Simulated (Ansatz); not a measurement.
# CH₅NS₂Si: how energies converge with the basis set

One table from this session's results is given with a row withheld; the runs are named, their logs left out.

Method: one geometry, several basis sets; program: Ansatz 0.2.0, Gaussian basis.

The runs, in order: PBE0-D4/def2-SVP; ωB97M-V/def2-SVP; PBE0-D4/def2-QZVPP; ωB97M-V/def2-QZVPP; the functionals' def2-TZVPP values are taken from earlier runs.

### Structure used throughout

The geometry comes from an earlier relaxation with PBE0-D4 in a triple-zeta def2 set; it is a stationary point, not always the lowest conformer.

SMILES `C=N[SiH](S)S`, 10 atoms, charge 0, spin multiplicity 1.

Atoms are counted from 1 here; the program's logs count them from 0.

Bond lengths: C1–N2 1.258 Å, C1–H6 1.096 Å, C1–H7 1.100 Å, N2–Si3 1.734 Å, Si3–S4 2.127 Å, Si3–S5 2.127 Å, Si3–H8 1.487 Å, S4–H9 1.345 Å, S5–H10 1.345 Å. Angles: N2–C1–H6 120.1°, N2–C1–H7 124.3°, H6–C1–H7 115.5°, C1–N2–Si3 125.8°, N2–Si3–S4 106.5°, N2–Si3–S5 106.7°, N2–Si3–H8 116.5°, S4–Si3–S5 116.7°, S4–Si3–H8 105.5°, S5–Si3–H8 105.4°, Si3–S4–H9 93.1°, Si3–S5–H10 93.2°.

The first run:

The input, in.yaml:

```yaml
crystal:
  periodic: [false, false, false]
  atoms:
    - {symbol: C, position_ang: [1.802691, -0.168350, 0.691803]}
    - {symbol: N, position_ang: [0.656989, 0.313160, 0.498099]}
    - {symbol: Si, position_ang: [-0.577499, -0.376796, -0.505667]}
    - {symbol: S, position_ang: [-2.211877, -0.835667, 0.775662]}
    - {symbol: S, position_ang: [-0.947762, 1.021238, -2.064972]}
    - {symbol: H, position_ang: [2.512334, 0.348091, 1.347714]}
    - {symbol: H, position_ang: [2.167838, -1.102592, 0.239931]}
    - {symbol: H, position_ang: [-0.239980, -1.651753, -1.192039]}
    - {symbol: H, position_ang: [-2.116193, 0.331954, 1.435696]}
    - {symbol: H, position_ang: [-0.963340, 2.069715, -1.223227]}
basis:
  gaussian: {orbitals: def2-SVP}
hamiltonian: {xc: pbe0, dispersion: d4}
output: {orbitals: {seedname: orbitals}}
```

Run with:

```
> ansatz run in.yaml --threads 4 --pin off --events-out ev --progress --plain --max-ram 10444MiB
```

Among the steps run: PBE0-D4 in def2-SVP; ωB97M-V in def2-SVP; PBE0-D4 in def2-QZVPP; ωB97M-V in def2-QZVPP.

One of the session's tables, all rows but one given; the rest of the session is left out.

It belongs to the step «Density functionals: the series». 

```
functional       basis  HOMO (eV)
   PBE0-D4    def2-SVP      -7.20
   PBE0-D4  def2-TZVPP      -7.31
   PBE0-D4  def2-QZVPP      -7.34
   ωB97M-V    def2-SVP          ?
   ωB97M-V  def2-TZVPP      -9.44
   ωB97M-V  def2-QZVPP      -9.49
```

Estimate the missing values for ωB97M-V, def2-SVP.

As computed: HOMO (eV): -9.30. In the column «HOMO (eV)» it lies between ωB97M-V, def2-TZVPP (-9.44) and PBE0-D4, def2-QZVPP (-7.34).
